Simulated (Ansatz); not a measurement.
The system is AlO2.

```
Al O
1.0
     1.48816   -5.40283    0.00000
     1.48816    5.40283    0.00000
     0.00000    0.00000    3.64661
Al O
2 4
Cartesian
  1.4882 -1.8168 2.7350
  1.4882 1.8168 0.9117
  1.4882 4.7429 2.7350
  1.4882 -4.7429 0.9117
  1.4882 2.2240 2.7350
  1.4882 -2.2240 0.9117
```

The cell comes from a database or a generator and needn't be the stable form of this composition.

| Quantity | Value |
| --- | --- |
| Program | Ansatz 0.2.0 |
| Task | relaxation of cell and atoms |
| Functional | LDA |
| Potentials or basis | Ansatz PAW |
| Cutoff | 420 eV (not typed: the program's choice for these potentials) |
| k mesh | 9 × 9 × 7 |
| Occupations | fermi-dirac, width 0.05 eV |
| Spin | no spin polarisation |

At the start: volume 9.77 Å³/atom.

Q: How do energy, volume and symmetry change on relaxing?

A: It ends after 12 steps and the volume is 8.32 Å³/atom (-14.8 %); space group Cmcm (No. 63, to 0.05 Å).

The path:
| step | energy change (eV) | largest force (eV/Å) | volume (Å³) |
| --- | --- | --- | --- |
| 1 | 0.0000 | 0.4468 | 58.64 |
| 2 | -0.4482 | 1.6659 | 54.62 |
| 3 | -0.8901 | 1.6084 | 51.15 |
| 4 | -1.1265 | 0.3507 | 50.03 |
| 5 | -1.1350 | 0.1506 | 50.25 |
| 6 | -1.1373 | 0.0323 | 50.22 |
| 7 | -1.1375 | 0.0010 | 50.22 |
| 8 | -1.1088 | 0.0008 | 50.22 |
| 9 | -1.1120 | 0.0009 | 49.95 |
| 10 | -1.1097 | 0.0009 | 49.95 |
| 11 | -1.1099 | 0.0001 | 49.94 |
| 12 | -1.1097 | 0.0001 | 49.94 |

Final structure:
```yaml
crystal:
  lattice:
    - [1.44236, -4.86369, 0.00000]
    - [1.44236, 4.86369, 0.00000]
    - [0.00000, 0.00000, 3.55909]
  atoms:
    - { symbol: Al, position: [0.66145, 0.33855, 0.75000] }
    - { symbol: Al, position: [0.33855, 0.66145, 0.25000] }
    - { symbol: O, position: [0.02788, 0.97212, 0.75000] }
    - { symbol: O, position: [0.97212, 0.02788, 0.25000] }
    - { symbol: O, position: [0.29542, 0.70458, 0.75000] }
    - { symbol: O, position: [0.70458, 0.29542, 0.25000] }
```

Caveat: the plane-wave basis is chosen anew once the cell has moved, so the energies of steps on either side of that aren't comparable; the pressure holds a Pulay correction of +1.3 GPa for the finite cutoff; the PAW data sets come from PBE, with cores solved anew for the run's functional, which leaves a small shift of forces and pressure.
